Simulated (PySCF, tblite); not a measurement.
**C₇H₁₀NP: geometry, infrared bands and NMR shifts**

Wanted: the infrared bands and NMR shifts of C₇H₁₀NP (`CC(C)c1cnccp1`), by calculation.

Programs: tblite 0.8.0 and PySCF 2.14.0, with density-fitted response routines of our own. Each step states its level of theory. These are calculated values for one molecule in the gas phase, unless marked as measured. Atoms are numbered from 0 throughout.

## Step 1: The starting structure

19 atoms, charge 0, multiplicity 1; geometry from: force field or distance geometry start.

Bonds of the start (Å): C0–C1 1.52, C1–C2 1.53, C1–C3 1.52, C3–C4 1.40, C4–N5 1.36, N5–C6 1.36, C6–C7 1.39, C7–P8 1.83, P8–C3 1.87, C0–H9 1.09, C0–H10 1.09, C0–H11 1.11, C1–H12 1.11, C2–H13 1.10, C2–H14 1.09, C2–H15 1.10, C4–H16 1.09, C6–H17 1.09, C7–H18 1.08.

## Step 2: Relaxing the molecule with GFN2-xTB

Job settings and geometry (Å):

```
{"job": {"kind": "relax", "xc": "GFN2-xTB", "basis": "xTB"}, "charge": 0, "multiplicity": 1}
C     -1.677800     0.929900    -1.141300
C     -1.243500     0.499400     0.247000
C     -2.049700    -0.707400     0.744700
C      0.246400     0.214700     0.292200
C      0.837300    -0.811200    -0.459000
N      2.134500    -1.209200    -0.558600
C      3.088600    -0.573100     0.178000
C      2.953000     0.483600     1.075700
P      1.322000     1.248500     1.422000
H     -1.114600     1.798500    -1.478700
H     -1.563300     0.133000    -1.882000
H     -2.748500     1.212100    -1.132500
H     -1.465600     1.328900     0.947100
H     -3.119700    -0.451000     0.778300
H     -1.951800    -1.561700     0.082400
H     -1.752600    -1.008500     1.759400
H      0.195300    -1.404400    -1.110900
H      4.085700    -0.990500     0.024000
H      3.814500     0.877500     1.593100
```

The run is started by

```bash
> OMP_NUM_THREADS=1 python probes_run.py task.json out
```

The driver reads the jobs from task.json and runs them one after another.

**Question.** This job is followed by: GFN2-xTB harmonic vibrations, gas phase; GIAO PBE0/pcSseg-1 NMR shielding, non-relativistic, gas phase. Predict these results of the whole session: strongest single infrared mode (GFN2-xTB); zero-point energy (GFN2-xTB); 13C shifts against TMS (PBE0/pcSseg-1, means over atoms taken as alike); 1H shifts against TMS (PBE0/pcSseg-1, means over atoms taken as alike); 15N shifts against NH3 (PBE0/pcSseg-1); 31P shifts against H3PO4 (PBE0/pcSseg-1); surface potential, 1st and 99th percentile.

**Answer**, as computed:

| quantity | value |
| --- | --- |
| strongest single infrared mode (GFN2-xTB) | 1547 cm⁻¹, 90 km/mol |
| zero-point energy (GFN2-xTB) | 96.1 kcal/mol |
| 13C shifts against TMS (PBE0/pcSseg-1, means over atoms taken as alike) | 184.2, 157.7, 155.1, 155.0, 41.7, 27.7 ppm |
| 1H shifts against TMS (PBE0/pcSseg-1, means over atoms taken as alike) | 9.44, 9.30, 8.81, 3.24, 1.45 ppm |
| 15N shifts against NH3 (PBE0/pcSseg-1) | 361.2 ppm |
| 31P shifts against H3PO4 (PBE0/pcSseg-1) | 260.4 ppm |
| surface potential, 1st and 99th percentile | -1.59 V and 0.95 V |

In words: The optimisation took 31 steps and gained 0.484 eV; among the close pairs (by a distance rule), C3–P8 changed most, from 1.871 to 1.746 Å. All 51 modes are real, so the xTB geometry is a minimum. The strongest single mode, at 1547 cm⁻¹, is carried by C4, C6, C3, C7. Unscaled tight-binding wavenumbers are off by several per cent, some by more. Its intensities can rank the bands wrongly. NICS(1)zz of -26 ppm above the planar ring from C3 marks a diatropic (aromatic) ring current. At PBE0/pcSseg-1, counted by nearest atom on the grid, the HOMO lies on N5 48 %; P8 14 %, the LUMO on P8 43 %; N5 18 %.
